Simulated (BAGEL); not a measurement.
**CH6OSSi (SMILES OC[SiH2]S) at B3LYP/6-31G(d) (density fitting with qzvpp-jkfit, spherical functions)**

What is the energy change on altering one bond length of CH6OSSi at B3LYP/6-31G* (density fitting with qzvpp-jkfit, spherical functions)? 

Program for the calculation: BAGEL 1.2.2.

**1. The molecule**

CH6OSSi has 10 atoms, charge 0, and is taken as a singlet. As SMILES, `OC[SiH2]S`. The shape is that of a PBE0-D4/def2-TZVP optimisation. This is one conformer, not always the lowest.

Bond lengths: O1–C2 1.420 Å, C2–Si3 1.886 Å, Si3–S4 2.134 Å, O1–H5 0.960 Å, C2–H6 1.098 Å, C2–H7 1.100 Å, Si3–H8 1.486 Å, Si3–H9 1.486 Å, S4–H10 1.346 Å. Some angles: O1–C2–Si3 107.3°, C2–Si3–S4 109.7°, O1–C2–H6 111.9°, O1–C2–H7 111.8°, Si3–C2–H6 109.0°, Si3–C2–H7 109.2°, C2–O1–H5 109.0°, C2–Si3–H8 109.2°, C2–Si3–H9 110.1°, S4–Si3–H8 111.8°.

**2. A single-point energy at B3LYP/6-31G(d) (density fitting with qzvpp-jkfit, spherical functions)**

The input, input.json:

```json
{ "bagel" : [

{
  "title" : "molecule",
  "basis" : "6-31gs.json",
  "df_basis" : "qzvpp-jkfit",
  "angstrom" : true,
  "geometry" : [
    { "atom" : "O", "xyz" : [   -0.745800,    0.787500,   -1.172200 ] },
    { "atom" : "C", "xyz" : [   -0.581100,    0.721600,    0.236300 ] },
    { "atom" : "Si", "xyz" : [    0.294800,   -0.903400,    0.621600 ] },
    { "atom" : "S", "xyz" : [    2.163700,   -0.972300,   -0.405600 ] },
    { "atom" : "H", "xyz" : [   -1.147600,    1.628600,   -1.401600 ] },
    { "atom" : "H", "xyz" : [    0.025700,    1.554000,    0.617100 ] },
    { "atom" : "H", "xyz" : [   -1.547200,    0.746100,    0.761500 ] },
    { "atom" : "H", "xyz" : [   -0.586600,   -2.037100,    0.241000 ] },
    { "atom" : "H", "xyz" : [    0.608400,   -0.982100,    2.071500 ] },
    { "atom" : "H", "xyz" : [    1.598700,   -0.594200,   -1.566800 ] }
  ]
},
{ "title" : "ks", "xc_func" : "b3lyp" },
{ "title" : "print", "file" : "orbitals.molden", "orbitals" : true }

]}
```

The basis set 6-31G* is read from a file made from the Basis Set Exchange's data (not shown).

On the command line:

```
$ BAGEL_NUM_THREADS=1 BAGEL input.json > input.out
```

What it wrote:

```text
* using 1 threads per process

  ===============================================================
  ===============================================================

  *** Geometry ***

  { "atom" : "O", "xyz" : [     -1.409358,      1.488159,     -2.215137 ] },
  { "atom" : "C", "xyz" : [     -1.098120,      1.363626,      0.446542 ] },
  { "atom" : "Si", "xyz" : [      0.557091,     -1.707179,      1.174654 ] },
  { "atom" : "S", "xyz" : [      4.088800,     -1.837381,     -0.766473 ] },
  { "atom" : "H", "xyz" : [     -2.168650,      3.077608,     -2.648640 ] },
  { "atom" : "H", "xyz" : [      0.048566,      2.936634,      1.166150 ] },
  { "atom" : "H", "xyz" : [     -2.923784,      1.409925,      1.439026 ] },
  { "atom" : "H", "xyz" : [     -1.108513,     -3.849561,      0.455424 ] },
  { "atom" : "H", "xyz" : [      1.149709,     -1.855900,      3.914568 ] },
  { "atom" : "H", "xyz" : [      3.021105,     -1.122875,     -2.960823 ] },

  Number of auxiliary basis functions:      516

  Since a DF basis is specified, we compute 2- and 3-index integrals:
    o Being stored without compression. Storage requirement is 0.024 GB

  Number of basis functions:       76
  Number of electrons      :       50

    * METHOD: MOLECULE                             0.28

  *** Kohn-Sham DFT ***

    * Removing 18910 points whose weight is below 1.00e-10
    * Grid points: 130150

  === Nuclear Repulsion ===
   219.1096734076

       - DIIS with orbital gradients will be used.

  === KS iteration (b3lyp / 6-31gs.json) ===
      0       -778.94164329          0.13190677           0.40
      1       -773.56714077          0.15821068           0.38
      2       -763.65661300          0.16607667           0.38
      3       -788.26679074          0.13245392           0.38
      4       -795.40372380          0.10482837           0.38
      5       -804.09798755          0.02782950           0.38
      6       -804.48979935          0.01482458           0.38
      7       -804.59685663          0.00681704           0.38
      8       -804.61574624          0.00275828           0.38
      9       -804.61970621          0.00048124           0.38
     10       -804.61983554          0.00013348           0.38
     11       -804.61984389          0.00002617           0.38
     12       -804.61984418          0.00001254           0.39
     13       -804.61984428          0.00000126           0.39
     14       -804.61984428          0.00000038           0.38
     15       -804.61984428          0.00000016           0.39
     16       -804.61984428          0.00000004           0.39
     17       -804.61984428          0.00000002           0.38
     18       -804.61984428          0.00000001           0.39
    * SCF iteration converged.

    * Permanent dipole moment:
           (    0.845076,    -0.835912,    -0.150339) a.u.

    * METHOD: KS                                   8.02

    * METHOD: PRINT                                0.01

  ===============================================================
```

Wall time 8.7 s (1 thread of Arm Neoverse V1, shared host); peak memory 0.49 GiB.

**3. The distorted shape, same level**

The input, dft.json:

```json
{ "bagel" : [

{
  "title" : "molecule",
  "basis" : "6-31gs.json",
  "df_basis" : "qzvpp-jkfit",
  "angstrom" : true,
  "geometry" : [
    { "atom" : "O", "xyz" : [      -0.795208,       0.807269,      -1.594735 ] },
    { "atom" : "C", "xyz" : [      -0.581100,       0.721600,       0.236300 ] },
    { "atom" : "Si", "xyz" : [       0.294800,      -0.903400,       0.621600 ] },
    { "atom" : "S", "xyz" : [       2.163700,      -0.972300,      -0.405600 ] },
    { "atom" : "H", "xyz" : [      -1.197008,       1.648369,      -1.824135 ] },
    { "atom" : "H", "xyz" : [       0.025700,       1.554000,       0.617100 ] },
    { "atom" : "H", "xyz" : [      -1.547200,       0.746100,       0.761500 ] },
    { "atom" : "H", "xyz" : [      -0.586600,      -2.037100,       0.241000 ] },
    { "atom" : "H", "xyz" : [       0.608400,      -0.982100,       2.071500 ] },
    { "atom" : "H", "xyz" : [       1.598700,      -0.594200,      -1.566800 ] }
  ]
},

{
  "title" : "ks",
  "xc_func" : "b3lyp"
},

{
  "title" : "print",
  "file" : "orbitals.molden",
  "orbitals" : true
}

]}
```

The basis set 6-31G* is read from a file made from the Basis Set Exchange's data (not shown).

On the command line:

```
$ BAGEL_NUM_THREADS=1 BAGEL dft.json > dft.out
```

What it wrote:

```text
* using 1 threads per process

  ===============================================================
  ===============================================================

  *** Geometry ***

  { "atom" : "O", "xyz" : [     -1.502725,      1.525517,     -3.013612 ] },
  { "atom" : "C", "xyz" : [     -1.098120,      1.363626,      0.446542 ] },
  { "atom" : "Si", "xyz" : [      0.557091,     -1.707179,      1.174654 ] },
  { "atom" : "S", "xyz" : [      4.088800,     -1.837381,     -0.766473 ] },
  { "atom" : "H", "xyz" : [     -2.262017,      3.114966,     -3.447116 ] },
  { "atom" : "H", "xyz" : [      0.048566,      2.936634,      1.166150 ] },
  { "atom" : "H", "xyz" : [     -2.923784,      1.409925,      1.439026 ] },
  { "atom" : "H", "xyz" : [     -1.108513,     -3.849561,      0.455424 ] },
  { "atom" : "H", "xyz" : [      1.149709,     -1.855900,      3.914568 ] },
  { "atom" : "H", "xyz" : [      3.021105,     -1.122875,     -2.960823 ] },

  Number of auxiliary basis functions:      516

  Since a DF basis is specified, we compute 2- and 3-index integrals:
    o Being stored without compression. Storage requirement is 0.024 GB

  Number of basis functions:       76
  Number of electrons      :       50

    * METHOD: MOLECULE                             0.28

  *** Kohn-Sham DFT ***

    * Removing 18143 points whose weight is below 1.00e-10
    * Grid points: 130917

  === Nuclear Repulsion ===
   210.2752503273

       - DIIS with orbital gradients will be used.

  === KS iteration (b3lyp / 6-31gs.json) ===
      0       -774.95258795          0.12872765           0.41
      1       -775.08615455          0.13979612           0.39
      2       -720.77167888          0.12526935           0.39
      3       -773.86419302          0.12018814           0.39
      4       -795.68880241          0.09200471           0.39
      5       -804.13445496          0.02921372           0.39
      6       -801.07703798          0.06422802           0.39
      7       -804.54873042          0.00592992           0.39
      8       -804.55894987          0.00459634           0.39
      9       -804.56765171          0.00131789           0.39
     10       -804.56844835          0.00061846           0.39
     11       -804.56857329          0.00027474           0.39
     12       -804.56862269          0.00004473           0.39
     13       -804.56862391          0.00001099           0.39
     14       -804.56862396          0.00000391           0.39
     15       -804.56862397          0.00000037           0.39
     16       -804.56862397          0.00000038           0.39
     17       -804.56862397          0.00000004           0.39
     18       -804.56862397          0.00000001           0.39
     19       -804.56862397          0.00000000           0.39
    * SCF iteration converged.

    * Permanent dipole moment:
           (    0.748215,    -0.746758,    -0.520953) a.u.

    * METHOD: KS                                   8.61

    * METHOD: PRINT                                0.02

  ===============================================================
```

It took 9.3 s on 1 thread of Arm Neoverse V1, shared host; peak memory 0.49 GiB.

**4. What came out**

At B3LYP/6-31G* (density fitting with qzvpp-jkfit, spherical functions):

| quantity | value |
| --- | --- |
| first shape: total energy | -804.61984 Eh |
| first shape: dipole moment | 3.05 D |
| first shape: HOMO energy | -6.84 eV |
| first shape: LUMO energy | 0.43 eV |
| first shape: HOMO–LUMO gap | 7.28 eV |
| distorted shape: total energy | -804.56862 Eh |
| distorted shape: dipole moment | 3.00 D |
| distorted shape: HOMO energy | -6.94 eV |
| distorted shape: LUMO energy | -1.23 eV |
| distorted shape: HOMO–LUMO gap | 5.71 eV |
| energy change with the O1–C2 bond stretched from 1.420 to 1.846 Å | 1.394 eV |

**Reading.** With the O1–C2 bond stretched from 1.420 to 1.846 Å the energy rises by 1.39 eV (134 kJ/mol). The first shape isn't relaxed at this level, so the change isn't measured from a minimum.
